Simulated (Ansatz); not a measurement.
Which YAML input does this script hand to the engine? (Ansatz's Python interface)

`run_scf.py`
```python
"""SCF run for CSe2."""

import ansatz as az
from ase import Atoms


def main() -> None:
    atoms = Atoms(
        ["C", "C", "Se", "Se", "Se", "Se"],
        scaled_positions=[
            [0.5, 0.5, 0.5],
            [0.0, 0.0, 0.0],
            [0.712422, 0.287578, 0.620615],
            [0.287578, 0.712422, 0.379385],
            [0.787578, 0.212422, 0.120615],
            [0.212422, 0.787578, 0.879385],
        ],
        cell=[
            [3.569767, -2.99478, 0.0],
            [3.569767, 2.99478, 0.0],
            [0.0, 0.0, 9.462652],
        ],
        pbc=True,
    )
    xtal = az.Crystal.from_ase(atoms)

    # settings of the run
    setup = xtal.calculation()
    setup = setup.functional(exchange="revpbe", correlation="lda")
    setup = setup.basis(24 * az.Ha)
    setup = setup.accuracy("medium")
    setup = setup.kpoints(5, 5, 3)
    setup = setup.occupations("fixed")
    setup = setup.scf(tolerance=1e-06, extra_bands=8, algorithm="direct_min", self_checks="high").band_table()
    setup = setup.electric_field_gradient()
    def show(event):
        row = event["data"]
        if event["event"] == "scf_iter" and row.get("free_energy_ev") is not None:
            print(f"  iteration {row['iter']:3d}  F = {row['free_energy_ev']:.6f} eV  residual {row['dr2_ev']:.2e}")


    out = setup.session().plan().execute(on_event=show)
    report = out.report

    n_atoms = len(report["lattice"]["sites"])
    print("F =", round(report["free_energy_ev"], 4), "eV for", n_atoms, "atoms")
    print("E(sigma -> 0) =", round(report["energy_sigma0_ev"], 4), "eV, TS =", round(report["entropy_ts_ev"], 5), "eV")
    print("closed by", report["closed_by"], "after", report["n_iterations"], "iterations")

    edges = report.get("band_edges_ev")
    if edges:
        print(f"band edges on the mesh: {edges[0]:.3f} and {edges[1]:.3f} eV, gap {edges[1] - edges[0]:.3f} eV")
    else:
        print("no band edges reported; Fermi level", round(report["fermi_energy_ev"], 3), "eV")

    for row in report["efg"]:
        print({k: round(v, 4) if isinstance(v, float) else v for k, v in row.items() if not isinstance(v, (list, dict))})

    print("energy terms (eV)")
    for term, value in report["components"].items():
        if abs(value) > 1e-9:
            print(f"  {term:26s} {value:16.5f}")


if __name__ == "__main__":
    main()
```

Running `python run_scf.py` prints:
```text
  iteration   5  F = -22558.659674 eV  residual 2.71e-08
F = -22558.6597 eV for 6 atoms
E(sigma -> 0) = -22558.6597 eV, TS = 0.0 eV
closed by deck_thresholds after 5 iterations
band edges on the mesh: 1.420 and 3.837 eV, gap 2.416 eV
{'site': 1, 'element': 'C', 'v_zz_1e21_v_m2': -2.9028, 'eta': 0.0263, 'by_run_symmetry': 'allowed', 'electrostatic_potential_v': -407.8664}
{'site': 2, 'element': 'C', 'v_zz_1e21_v_m2': -2.9028, 'eta': 0.0263, 'by_run_symmetry': 'allowed', 'electrostatic_potential_v': -407.8664}
{'site': 3, 'element': 'Se', 'v_zz_1e21_v_m2': 29.8817, 'eta': 0.0419, 'by_run_symmetry': 'allowed', 'electrostatic_potential_v': -4703.887}
{'site': 4, 'element': 'Se', 'v_zz_1e21_v_m2': 29.8817, 'eta': 0.0419, 'by_run_symmetry': 'allowed', 'electrostatic_potential_v': -4703.887}
{'site': 5, 'element': 'Se', 'v_zz_1e21_v_m2': 29.8817, 'eta': 0.0419, 'by_run_symmetry': 'allowed', 'electrostatic_potential_v': -4703.887}
{'site': 6, 'element': 'Se', 'v_zz_1e21_v_m2': 29.8817, 'eta': 0.0419, 'by_run_symmetry': 'allowed', 'electrostatic_potential_v': -4703.887}
energy terms (eV)
  e_band                          -1961.79410
  e_kinetic                         640.62401
  e_local                        -12502.89079
  e_nonlocal                      -2340.44561
  e_hartree                        5951.74627
  e_xc                             -525.99952
  e_vxc                            -511.17063
  e_paw                           -8004.12533
  e_vpaw                            848.59576
  e_augmentation_tail                -0.00027
  e_ewald                         -5776.08948
  e_core_change                      -1.47895
```

`input.yaml`:
```yaml
crystal:
  lattice:
    - [3.569767, -2.99478, 0.0]
    - [3.569767, 2.99478, 0.0]
    - [0.0, 0.0, 9.462652]
  atoms:
    - { symbol: C, position: [0.5, 0.5, 0.5] }
    - { symbol: C, position: [0.0, 0.0, 0.0] }
    - { symbol: Se, position: [0.712422, 0.287578, 0.620615] }
    - { symbol: Se, position: [0.287578, 0.712422, 0.379385] }
    - { symbol: Se, position: [0.787578, 0.212422, 0.120615] }
    - { symbol: Se, position: [0.212422, 0.787578, 0.879385] }
accuracy: medium
basis:
  ecutwfc: 653.0732699037
kpoints:
  mp_grid: { grid: [5, 5, 3] }
hamiltonian:
  xc: { exchange: revpbe, correlation: lda }
scf:
  algorithm: direct_min
  n_extra_bands: 8
  self_checks: high
  convergence: { dr2_threshold: 1.0e-06 }
  occupations: { method: fixed }
output:
  efg: {}
  eigenvalues: true
```

Launched from the shell:
```console
$ ansatz run input.yaml --threads 1 --pin off --max-ram 3072MiB --backend cpu --events-out ev --progress --plain --runs-dir out
scf.n_extra_bands = 8 over 36 filled bands (N_el = 72.0): the run solves 44 bands
Engine: ansatz 0.2.0, x86_64-unknown-linux-gnu
Pseudopotentials: kind: paw
Pseudopotential: C, paw, valence charge 4, recommended cutoff 420 eV (normal), C.paw.azcp
Pseudopotential: Se, paw, valence charge 16, recommended cutoff 420 eV (normal), Se.paw.azcp
Functional definition: unnamed
  exchange = pbe_x(kappa = 1.245)
  correlation = pw_c
davidson cushion auto → on  (no smearing: the cushion is to keep the highest requested band from converging to the state above it; pin scf.eigensolver.cushion to override)
Crystal: 6 atoms, lattice volume = 202.324 Å³
Basis set: ecut = 653.0732699037 eV, 7673 PW (Γ)
Bands: 44, of which v1, the nominal top of the filled ones, is band 36 counted from 1 (35 counted from 0)
Symmetry: 8 space group operations
Space group: Cmce (ITA 64), of the structure as read, at distance tolerance 5.9e-5 Å
k-points: 18 of 75
Non-local potential: C, projectors of the file, l = 0: 2, l = 1: 2, l = 2: 1
Non-local potential: Se, projectors of the file, l = 0: 2, l = 1: 2, l = 2: 3, l = 3: 1
PAW form: soft (Blöchl's): semilocal exchange-correlation on the pseudo side does not see the compensation charge
PAW frozen core: C, regenerated for the run's functional, and the local potential with it (the file was generated under x = pbe(κ = 0.804, μ = 0.2195149727645171), c = pbe(β = 0.06672455060314922))
PAW frozen core: Se, regenerated for the run's functional, and the local potential with it (the file was generated under x = pbe(κ = 0.804, μ = 0.2195149727645171), c = pbe(β = 0.06672455060314922))
PAW one-centre angular grid: C, 110 points (default); XC on 64 Gauss nodes
PAW one-centre angular grid: Se, 590 points (default); XC on 64 Gauss nodes
Initial density: superposition of atomic densities (neutral atoms: chi_scale 0, normalization atom), corrected by the library's trained network
Initial wavefunctions: pseudopotential atomic-orbital guess
Functional: x = revpbe(κ = 1.245, μ = 0.2195149727645171), c = lda
SCF iter   1: F=—  HF=-22558.692874 eV  |F-HF|=—  |Δ(HF+E_count)|=         —  Δρ=5.54e-3  dr2=7.68e-2  ethr=1.77e-3  ⟨swp⟩=9.3  Hψ=3353  notcnv=0
preconditioner: auto → Resta (q_TF=auto, 2.297 Å⁻¹)  ε∞=3.1  [insulator: Δε(μ)=2.425 eV  Ē_g=10.206 eV  n_scr=42 (ndim 8)  ℏωp=14.8 eV  f_vac=0.257  ε∞_Penn≈3.1]
SCF iter   2: F=—  HF=-22558.678901 eV  |F-HF|=—  |Δ(HF+E_count)|=   1.40e-2  Δρ=2.98e-3  dr2=2.39e-2  ethr=1.07e-4  ⟨swp⟩=4.5  Hψ=2649  notcnv=0  defer=2
iter 3 solved again at ethr=8.37e-7 eV; its pass at ethr=3.32e-5 eV (dr2=6.02e-4 eV) is discarded
SCF iter   3: F=—  HF=-22558.660062 eV  |F-HF|=—  |Δ(HF+E_count)|=   1.88e-2  Δρ=3.87e-4  dr2=6.95e-4  ethr=8.37e-7  ⟨swp⟩=4.0  Hψ=4321  notcnv=0
SCF iter   4: F=—  HF=-22558.659672 eV  |F-HF|=—  |Δ(HF+E_count)|=   3.90e-4  Δρ=3.78e-5  dr2=3.79e-6  ethr=8.37e-7  ⟨swp⟩=3.5  Hψ=1973  notcnv=0
SCF iter   5: F=-22558.659674 eV  HF=-22558.659674 eV  |F-HF|=1.38e-7  |Δ(HF+E_count)|=   2.01e-6  Δρ=5.11e-6  dr2=2.71e-8  ethr=5.27e-9  ⟨swp⟩=4.5  Hψ=3044  notcnv=0
SCF 1 converged in 5 iterations: F = -22558.659674 eV  dr2 = 2.71e-8
  greatest PAW one-centre occupation: 1.000 electrons in one spin orbital (limit 2), on the Se atom at site 5 (counted from 0), in its partial waves of l = 2
SCF converged after 5 iterations
Stability not checked: this state was not tested for a lower state beside it, because a direct minimisation reached the state, and no test of it is asked (direct_minimisation; see scf.lower_state_search)
Free energy (F): -22558.659674 eV
Harris-Foulkes:  -22558.659674 eV  (|F-HF|=1.38e-7)
Internal energy: -22558.659674 eV  (E = F + TS)
E sigma→0 (E₀):  -22558.659674 eV
Fermi energy:    1.420494 eV
--- Per-component energies (eV) ---
  E_band       = -1961.794097
  E_kinetic    = 640.624007
  E_local      = -12502.890788  (includes V_loc(G=0)·N_el)
  E_nonlocal   = -2340.445608
  E_hartree    = 5951.746271
  E_xc         = -525.999524
  E_vxc        = -511.170629  (∫ρ·V_xc dr)
  E_paw        = -8004.125330  (= ΣΔE_a)
  E_vpaw       = 848.595758  (= ΣTr[D̂ρ^β])
  E_aug_tail   = -0.000269  (compensation charges beyond the density's cutoff)
  E_ewald      = -5776.089484
  E_core_change = -1.478949  (= ΣΔE_core)
  E_smearing   = -0.000000  (= −TS)
  E_closure    = 0.000000  (closes the sum)
  Σ components = -22558.659674   (vs F -22558.659674, Δ=0.00e0)
--- PAW observables at the nuclei: V_zz in 10²¹ V/m², potentials from the cell's mean, atoms counted from 1 ---
  atom   1  C  V_zz =    -2.902807   η = 0.0263   by run symmetry: allowed
            electrostatic potential = -407.866425 V   contact ρ = none
  atom   2  C  V_zz =    -2.902807   η = 0.0263   by run symmetry: allowed
            electrostatic potential = -407.866425 V   contact ρ = none
  atom   3  Se V_zz =   +29.881683   η = 0.0419   by run symmetry: allowed
            electrostatic potential = -4703.886974 V   contact ρ = none
  atom   4  Se V_zz =   +29.881683   η = 0.0419   by run symmetry: allowed
            electrostatic potential = -4703.886974 V   contact ρ = none
  atom   5  Se V_zz =   +29.881683   η = 0.0419   by run symmetry: allowed
            electrostatic potential = -4703.886974 V   contact ρ = none
  atom   6  Se V_zz =   +29.881683   η = 0.0419   by run symmetry: allowed
            electrostatic potential = -4703.886974 V   contact ρ = none
--- Band table (eV; the first three rows and the last of 18) ---
  k-point 0: bands = ["-45.7592", "-45.7591", "-45.7579", "-45.7577", "-45.6763", "-45.6763", "-45.6754", "-45.6754", "-45.6728", "-45.6727", "-45.6719", "-45.6718", "-45.5512", "-45.5512", "-45.5512", "-45.5511", "-45.5511", "-45.5511", "-45.5511", "-45.5511", "-13.3114", "-13.2033", "-11.4638", "-11.3017", "-5.7561", "-5.5022", "-3.0389", "-2.5947", "-1.2239", "-1.1022", "-0.9962", "-0.9461", "0.4934", "0.7234", "0.7743", "1.1003", "3.8365", "4.0806", "4.3319", "4.7220", "6.0423", "6.6659", "8.2449", "8.7116"]
  k-point 1: bands = ["-45.7592", "-45.7591", "-45.7578", "-45.7577", "-45.6763", "-45.6763", "-45.6754", "-45.6754", "-45.6728", "-45.6728", "-45.6719", "-45.6719", "-45.5512", "-45.5512", "-45.5512", "-45.5511", "-45.5511", "-45.5511", "-45.5511", "-45.5511", "-13.2860", "-13.2320", "-11.4216", "-11.3407", "-5.7015", "-5.5758", "-2.8937", "-2.6676", "-1.2460", "-1.1950", "-0.9846", "-0.9595", "0.5689", "0.6907", "0.8499", "1.0120", "3.9650", "4.2067", "4.2115", "4.5370", "6.4943", "6.8746", "7.7647", "7.8132"]
  k-point 2: bands = ["-45.7592", "-45.7591", "-45.7578", "-45.7577", "-45.6763", "-45.6763", "-45.6754", "-45.6754", "-45.6728", "-45.6728", "-45.6719", "-45.6718", "-45.5512", "-45.5512", "-45.5512", "-45.5512", "-45.5511", "-45.5511", "-45.5511", "-45.5511", "-13.2774", "-13.1887", "-11.4629", "-11.3339", "-5.7380", "-5.5175", "-2.9750", "-2.6717", "-1.4166", "-1.3293", "-1.0810", "-1.0611", "0.7321", "0.8483", "0.8847", "1.0838", "3.9352", "4.0158", "4.3159", "4.4981", "6.5841", "6.7482", "7.9375", "8.3698"]
  k-point 17: bands = ["-45.7592", "-45.7591", "-45.7578", "-45.7577", "-45.6763", "-45.6763", "-45.6754", "-45.6754", "-45.6728", "-45.6728", "-45.6718", "-45.6718", "-45.5512", "-45.5512", "-45.5512", "-45.5512", "-45.5511", "-45.5511", "-45.5511", "-45.5511", "-13.1661", "-13.1416", "-11.4266", "-11.4034", "-5.6841", "-5.6747", "-2.8109", "-2.7584", "-1.8763", "-1.7210", "-1.4893", "-1.4067", "0.6768", "0.7834", "0.9019", "1.1954", "4.1443", "4.2041", "4.5208", "4.6031", "6.4647", "6.7676", "8.3223", "8.8518"]
```

Caveats:
- These settings explore the input space; cutoff and mesh may be short of convergence.
- Along an axis with an odd division the mesh misses the point at one half; a gap read on a finite mesh is an upper bound on this functional's gap.
- Semilocal gaps usually lie well under measured ones.
- The energy terms are those on the plane-wave grid, with the one-centre PAW part apart; e_band, e_vxc and e_vpaw aren't summands of the total.
- The structure comes from a database of computed cells and needn't be a stable or known phase.
- Levels are Kohn-Sham eigenvalues on this mesh, without spin-orbit coupling.

(Lines on the test bed's own set-up are left out of the output.)
